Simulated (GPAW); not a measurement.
# Li2F2 ((LiF)2 ring), step by step

We compute a geometry optimisation (OLYP-D3(BJ)/plane waves), then the harmonic vibrations (OLYP-D3(BJ)/plane waves) of Li2F2 ((LiF)2 ring). 

The results are computed with GPAW 26.7.0.

1 further run of the same task is left out (it didn't finish).

### 1 The molecule

Li2F2 has 4 atoms, charge 0, and is taken as a singlet. Geometry: a GFN2-xTB relaxation, a rough one for these elements and not checked as a minimum. The run starts from this shape.

Bond lengths: Li1–F2 1.697 Å, F2–Li3 1.701 Å, Li1–F4 1.699 Å, Li3–F4 1.698 Å. Angles: Li1–F2–Li3 84.9°, F2–Li1–F4 95.2°, F2–Li3–F4 95.1°, Li1–F4–Li3 84.9°.

### 2 A structure relaxation at OLYP-D3(BJ)/plane waves (scalar-relativistic datasets, plane-wave cutoff 500 eV) (run 1)

Contents of run.py:

```python
import numpy as np
from ase import Atoms
from ase.calculators.mixing import SumCalculator
from ase.io import write
from ase.optimize.sciopt import SciPyFminCG
from ase.units import Bohr
from dftd3.ase import DFTD3
from gpaw import GPAW, PW, setup_paths
from gpaw.atom.configurations import parameters
from gpaw.atom.generator import Generator

positions_bohr = np.array(
              [[  1.377762,   1.208045,   1.153829],
               [  0.322028,   1.422510,  -1.866974],
               [ -1.377856,  -1.209935,  -1.154283],
               [ -0.321915,  -1.420621,   1.867427]])
atoms = Atoms(['Li', 'F', 'Li', 'F'], positions=positions_bohr * Bohr)
atoms.set_cell([11.0, 11.0, 11.0])
atoms.center()

for symbol in ['F', 'Li']:
    Generator(symbol, xcname='GGA_X_OPTX+GGA_C_LYP', scalarrel=True, nofiles=True, txt=None).run(**parameters[symbol])
setup_paths.insert(0, '.')

calc = GPAW(mode={'name': 'pw', 'ecut': 500},
            xc='GGA_X_OPTX+GGA_C_LYP',
            maxiter=100,
            txt='-')
atoms.calc = SumCalculator([DFTD3(method='OLYP', damping='d3bj'), calc])

opt = SciPyFminCG(atoms, trajectory='molecule.traj')
converged = opt.run(fmax=0.05, steps=100)
print('Converged:', converged)
print(f'Final energy = {atoms.get_potential_energy():.5f} eV')
print(f'r(Li2-F1) = {atoms.get_distance(2, 1):.4f} Ang')
print(f'r(F1-Li0) = {atoms.get_distance(1, 0):.4f} Ang')
write('relaxed.xyz', atoms)
```

The run is started by

```console
OMP_NUM_THREADS=1 python run.py
```

Standard output:

```text
__  _  _
 | _ |_)|_||  |
 |__||  | ||/\| - 26.7.0

units:  Angstrom and eV
cores:  1
OpenMP: False

Versions:
  Python: 3.12.14
  ASE:    3.29.0
  Numpy:  2.5.5
  Scipy:  1.18.1
  Libxc:  7.0.0

        _gpaw.cpython-312-aarch64-linux-gnu.so

Input parameters:
  mode=PW(ecut=500),
  maxiter=100,
  xc=XC(name='GGA_X_OPTX+GGA_C_LYP')

Diagonalizing LCAO Hamiltonian
Converting LCAO to pw mode
        .--------------------------.
       /|                          |
      / |                          |
     /  |                          |
    /   |                          |
   /    |                          |
  /     |                          |
 *      |                          |
 |      |                          |
 |      |           Li             |
 |      |        F                 |
 |      |          F               |
 |      |       Li                 |
 |      |                          |
 |      .--------------------------.
 |     /                          /
 |    /                          /
 |   /                          /
 |  /                          /
 | /                          /
 |/                          /
 *--------------------------*

Atoms  # Å, Bohr magnetons
|   | symbol |        x |        y |        z |    initial magnetic moments |
|---|--------|----------|----------|----------|-----------------------------|
| 0 |     Li | 6.229105 | 6.138770 | 6.110460 | ( 0.0000,  0.0000,  0.0000) |
| 1 |      F | 5.670435 | 6.252260 | 4.511920 | ( 0.0000,  0.0000,  0.0000) |
| 2 |     Li | 4.770895 | 4.859230 | 4.889060 | ( 0.0000,  0.0000,  0.0000) |
| 3 |      F | 5.329675 | 4.747740 | 6.488080 | ( 0.0000,  0.0000,  0.0000) |

Unit cell  # Å
| periodic |         x |         y |         z |   lengths |    angles |
|----------|-----------|-----------|-----------|-----------|-----------|
|       no | 11.000000 |  0.000000 |  0.000000 | 11.000000 | 90.000000 |
|       no |  0.000000 | 11.000000 |  0.000000 | 11.000000 | 90.000000 |
|       no |  0.000000 |  0.000000 | 11.000000 | 11.000000 | 90.000000 |

Number of symmetries: 1
Symmetry operations  # r_c * U_cc + t_c -> r_c
|   | kind |            matrix            |
|---|------|------------------------------|
| 0 |  E   |  1, 0, 0,  0, 1, 0,  0, 0, 1 |

BZ-sampling:
  Number of BZ points: 1
  Number of IBZ points: 1

  Monkhorst-Pack size: [1, 1, 1]
  Monkhorst-Pack shift: [0, 0, 0]

K-points  # in reciprocal-cell coordinates
|   |                                coordinates |     weight |
|---|--------------------------------------------|------------|
| 0 | (  0.00000000,   0.00000000,   0.00000000) | 1.00000000 |

Plane wave coefficients: 16917
Cutoff: 500.0 eV

Spin-components: 1 (collinear spins)
Bands:           14
Projectors:      20
Spin-degeneracy: 2
Datatype:        float64

  Storage: CPU
  Wave functions: 3_789_408 bytes (3_789_408 per core)
  Projectors: 6_225_456 bytes (6_225_456 per core)

Parallelization:
  kpt:    1
  domain: 1
  band:   1

Density:
  Valence electrons: 16.0
  Components: 1
  Grid points: [60 60 60]
  Charge: 0.0  # |e|

Potential:
  Grid points: [60 60 60]

species:
  Li:
    name:    Lithium
    Z:       3.0
    valence: 1
    core:    2
    charge:  0.0  # [|e|]
    file:    Li.GGA_X_OPTX+GGA_C_LYP
    compensation charges:
      type: gauss
      rc: 0.33  # [Å]
      lmax: 2
    cutoffs:
      filter: 1.91  # [Å]
      core: 2.55  # [Å]
    projectors
    | kind |    occ | energy [eV] | rcut [Å] |
    |------|--------|-------------|----------|
    |   2s |  1.000 |      -2.759 |    1.058 |
    |   2p |  0.000 |      -1.003 |    1.058 |
    |    s |        |      24.452 |    1.058 |
    |    p |        |      26.208 |    1.058 |
    |    d |        |       0.000 |    1.058 |

    Using partial waves for Li as LCAO basis

  F:
    name:    Fluorine
    Z:       9.0
    valence: 7
    core:    2
    charge:  0.0  # [|e|]
    file:    F.GGA_X_OPTX+GGA_C_LYP
    compensation charges:
      type: gauss
      rc: 0.20  # [Å]
      lmax: 2
    cutoffs:
      filter: 1.14  # [Å]
      core: 0.74  # [Å]
    projectors
    | kind |    occ | energy [eV] | rcut [Å] |
    |------|--------|-------------|----------|
    |   2s |  2.000 |     -30.129 |    0.635 |
    |   2p |  5.000 |     -11.093 |    0.635 |
    |    s |        |      -2.917 |    0.635 |
    |    p |        |      16.118 |    0.635 |
    |    d |        |       0.000 |    0.635 |

    Using partial waves for F as LCAO basis

Reference energy: -5839.222627  # eV

eigensolver:
  PPCG
  Converge bands: occupied
  niter=2

density mixing:
  MSR1-Mixer
  Pratt-step length: 0.05
  Maximum mixing coefficient: 0.75
  Old densities: 10
  SVD Regularization: 0.005
  Good broyden scale: 1.0
  Trust region scale: 1.0
  Backstep threshold: 4.0
  History deletion threshold: 6.0
  Fourier metric: weight=20.0, sigma=0.015

occupation numbers:
  # Zero width

poisson solver:
  ecut: 4000.0  # eV

xc functional:
  name: GGA_X_OPTX+GGA_C_LYP with 2 nearest neighbor stencil

Initialization done in: 0.782 s

convergence criteria:
- Maximum [total energy] change in last 3 cyles: 0.0005 eV / valence electron
- Maximum integral of absolute [dens]ity change: 0.0001 electrons / valence electron
- Maximum integral of absolute [eigenst]ate change: 4e-08 eV^2 / valence electron
maximum number of iterations: 100

SCF iterations
|iter     |     time |      energy | eigst |  dens |
|---------|----------|-------------|-------|-------|
|iter:   1| 00:00:01 |  -18.911539 | +0.08 |       |
|iter:   2| 00:00:02 |  -18.013492 | -1.58 | -0.78 |
|iter:   3| 00:00:03 |  -15.617432 | -0.03 | -0.82 |
[... 3 lines left out ...]
Converged in 11 steps
[... 12 lines left out ...]
  Free energy:     -15.443654
[... 2 lines left out ...]
dipole moment: (-0.000206, -0.001605, -0.000323)  # |e|*Ang
[... 68 lines left out ...]
convergence criteria:
- Maximum [total energy] change in last 3 cyles: 0.0005 eV / valence electron
[... 13 lines left out ...]
Converged in 8 steps
[... 12 lines left out ...]
  Free energy:     -15.480508
[... 2 lines left out ...]
dipole moment: (-0.000002, -0.001301, -0.000297)  # |e|*Ang
[... 66 lines left out ...]
convergence criteria:
- Maximum [total energy] change in last 3 cyles: 0.0005 eV / valence electron
[... 13 lines left out ...]
Converged in 9 steps
[... 12 lines left out ...]
  Free energy:     -15.540811
[... 2 lines left out ...]
dipole moment: (0.000693, -0.000192, -0.000316)  # |e|*Ang
[... 67 lines left out ...]
convergence criteria:
- Maximum [total energy] change in last 3 cyles: 0.0005 eV / valence electron
[... 14 lines left out ...]
Converged in 6 steps
[... 12 lines left out ...]
  Free energy:     -15.543855
[... 2 lines left out ...]
dipole moment: (0.000998, 0.000133, 0.000042)  # |e|*Ang
[... 27 lines left out ...]
       /|                          |
      / |                          |
     /  |                          |
    /   |                          |
   /    |                          |
  /     |                          |
 *      |                          |
 |      |                          |
 |      |           Li             |
 |      |        F                 |
 |      |          F               |
 |      |       Li                 |
 |      |                          |
 |      .--------------------------.
 |     /                          /
 |    /                          /
 |   /                          /
 |  /                          /
 | /                          /
 |/                          /
 *--------------------------*

Atoms  # Å, Bohr magnetons
|   | symbol |        x |        y |        z |    initial magnetic moments |
|---|--------|----------|----------|----------|-----------------------------|
| 0 |     Li | 6.224532 | 6.135038 | 6.108989 | ( 0.0000,  0.0000,  0.0000) |
| 1 |      F | 5.682312 | 6.311050 | 4.438292 | ( 0.0000,  0.0000,  0.0000) |
| 2 |     Li | 4.775903 | 4.863828 | 4.890654 | ( 0.0000,  0.0000,  0.0000) |
| 3 |      F | 5.317346 | 4.688158 | 6.561597 | ( 0.0000,  0.0000,  0.0000) |

Unit cell  # Å
| periodic |         x |         y |         z |   lengths |    angles |
|----------|-----------|-----------|-----------|-----------|-----------|
|       no | 11.000000 |  0.000000 |  0.000000 | 11.000000 | 90.000000 |
|       no |  0.000000 | 11.000000 |  0.000000 | 11.000000 | 90.000000 |
|       no |  0.000000 |  0.000000 | 11.000000 | 11.000000 | 90.000000 |

Initialization done in: 0.496 s

convergence criteria:
- Maximum [total energy] change in last 3 cyles: 0.0005 eV / valence electron
- Maximum integral of absolute [dens]ity change: 0.0001 electrons / valence electron
- Maximum integral of absolute [eigenst]ate change: 4e-08 eV^2 / valence electron
maximum number of iterations: 100

SCF iterations
|iter     |     time |      energy | eigst |  dens |
|---------|----------|-------------|-------|-------|
|iter:   1| 00:00:29 |  -15.553843 | -2.85 |       |
|iter:   2| 00:00:30 |  -15.553748 | -4.12 | -2.65 |
|iter:   3| 00:00:30 |  -15.553331c| -4.14 | -2.71 |
[... 4 lines of this table left out ...]
|iter:   8| 00:00:34 |  -15.552996c| -7.81c| -4.64c|

Converged in 8 steps
SCF loop duration: 5.609 s (0.701 s/step)
Energy contributions relative to reference atoms: (reference = -5839.222627)

Energy contributions:
  Kinetic:          17.174724
  Coulomb:         -16.329259
  Zero:              0.532313
  External:          0.000000
  Xc:              -16.930774
  Entropy:           0.000000
  Spinorbit:         0.000000
  ----------------------------
  Free energy:     -15.552996
  Extrapolated:    -15.552996

dipole moment: (0.000592, -0.000195, -0.000150)  # |e|*Ang

Fermi level: -3.933
Eigenvalues  # (at kpt = [0.000, 0.000, 0.000])
| band index |      eig [eV] | occ [0-2] |
|------------|---------------|-----------|
|          0 |       -25.680 |     2.000 |
|          1 |       -25.578 |     2.000 |
|          2 |        -7.498 |     2.000 |
[... 10 lines of this table left out ...]
|         13 |         0.670 |     0.000 |

Gap: 5.241 eV
Transition (v -> c):
  (s=0, k=0, n=7, [0.00, 0.00, 0.00]) -> (s=0, k=0, n=8, [0.00, 0.00, 0.00])
No difference between direct/indirect transitions
vacuum-level: 0.175  # V

Forces  # eV/Ang
|        x |        y |        z |
|----------|----------|----------|
| -0.12019 | -0.10139 | -0.08767 |  # Li   0
|  0.00456 |  0.00708 | -0.01436 |  # F    1
|  0.11858 |  0.10120 |  0.08808 |  # Li   2
| -0.00315 | -0.00690 |  0.01382 |  # F    3

Force computation time: 0.302  # s
        .--------------------------.
       /|                          |
      / |                          |
     /  |                          |
    /   |                          |
   /    |                          |
  /     |                          |
 *      |                          |
 |      |                          |
 |      |           Li             |
 |      |        F                 |
 |      |          F               |
 |      |       Li                 |
 |      |                          |
 |      .--------------------------.
 |     /                          /
 |    /                          /
 |   /                          /
 |  /                          /
 | /                          /
 |/                          /
 *--------------------------*

Atoms  # Å, Bohr magnetons
|   | symbol |        x |        y |        z |    initial magnetic moments |
|---|--------|----------|----------|----------|-----------------------------|
| 0 |     Li | 6.208881 | 6.121541 | 6.097239 | ( 0.0000,  0.0000,  0.0000) |
| 1 |      F | 5.683894 | 6.318725 | 4.429056 | ( 0.0000,  0.0000,  0.0000) |
| 2 |     Li | 4.791482 | 4.877388 | 4.902521 | ( 0.0000,  0.0000,  0.0000) |
| 3 |      F | 5.315818 | 4.680505 | 6.570718 | ( 0.0000,  0.0000,  0.0000) |

Unit cell  # Å
| periodic |         x |         y |         z |   lengths |    angles |
|----------|-----------|-----------|-----------|-----------|-----------|
|       no | 11.000000 |  0.000000 |  0.000000 | 11.000000 | 90.000000 |
|       no |  0.000000 | 11.000000 |  0.000000 | 11.000000 | 90.000000 |
|       no |  0.000000 |  0.000000 | 11.000000 | 11.000000 | 90.000000 |

Initialization done in: 0.494 s

convergence criteria:
- Maximum [total energy] change in last 3 cyles: 0.0005 eV / valence electron
- Maximum integral of absolute [dens]ity change: 0.0001 electrons / valence electron
- Maximum integral of absolute [eigenst]ate change: 4e-08 eV^2 / valence electron
maximum number of iterations: 100

SCF iterations
|iter     |     time |      energy | eigst |  dens |
|---------|----------|-------------|-------|-------|
|iter:   1| 00:00:35 |  -15.559018c| -2.59 |       |
|iter:   2| 00:00:36 |  -15.558833c| -3.87 | -2.52 |
|iter:   3| 00:00:37 |  -15.558054c| -3.86 | -2.58 |
[... 4 lines of this table left out ...]
|iter:   8| 00:00:41 |  -15.557434c| -7.55c| -4.51c|

Converged in 8 steps
SCF loop duration: 5.592 s (0.699 s/step)
Energy contributions relative to reference atoms: (reference = -5839.222627)

Energy contributions:
  Kinetic:          17.503612
  Coulomb:         -16.594728
  Zero:              0.532391
  External:          0.000000
  Xc:              -16.998708
  Entropy:           0.000000
  Spinorbit:         0.000000
  ----------------------------
  Free energy:     -15.557434
  Extrapolated:    -15.557434

dipole moment: (0.000506, -0.000172, 0.000048)  # |e|*Ang

Fermi level: -3.987
Eigenvalues  # (at kpt = [0.000, 0.000, 0.000])
| band index |      eig [eV] | occ [0-2] |
|------------|---------------|-----------|
|          0 |       -25.743 |     2.000 |
|          1 |       -25.658 |     2.000 |
|          2 |        -7.554 |     2.000 |
[... 10 lines of this table left out ...]
|         13 |         0.679 |     0.000 |

Gap: 5.354 eV
Transition (v -> c):
  (s=0, k=0, n=7, [0.00, 0.00, 0.00]) -> (s=0, k=0, n=8, [0.00, 0.00, 0.00])
No difference between direct/indirect transitions
vacuum-level: 0.178  # V

Forces  # eV/Ang
|        x |        y |        z |
|----------|----------|----------|
| -0.01068 | -0.00380 |  0.00048 |  # Li   0
|  0.00171 | -0.01892 |  0.00934 |  # F    1
|  0.00922 |  0.00401 | -0.00134 |  # Li   2
| -0.00042 |  0.01918 | -0.00873 |  # F    3

Force computation time: 0.317  # s
SciPyFminCG:    2 hh:mm:ss      -15.782058        0.045867
Converged: True
Final energy = -15.78206 eV
r(Li2-F1) = 1.7601 Ang
r(F1-Li0) = 1.7599 Ang
```

It took 42 s on 1 thread of Arm Neoverse V2, shared host; peak memory 0.5 GiB.

Steps, from the record of the run:

| step | energy from the first frame kept (eV) | largest force (eV/Å) |
| --- | --- | --- |
| 0 | 0.0000 | 1.1780 |
| 1 | -0.0924 | 0.3396 |
| 2 | -0.1084 | 0.0459 |

After the run. Bond lengths: Li1–F2 1.760 Å, F2–Li3 1.760 Å, Li1–F4 1.760 Å, Li3–F4 1.760 Å. Angles: Li1–F2–Li3 78.7°, F2–Li1–F4 101.3°, F2–Li3–F4 101.3°, Li1–F4–Li3 78.7°.

(Part 1 of 2 ends here.)
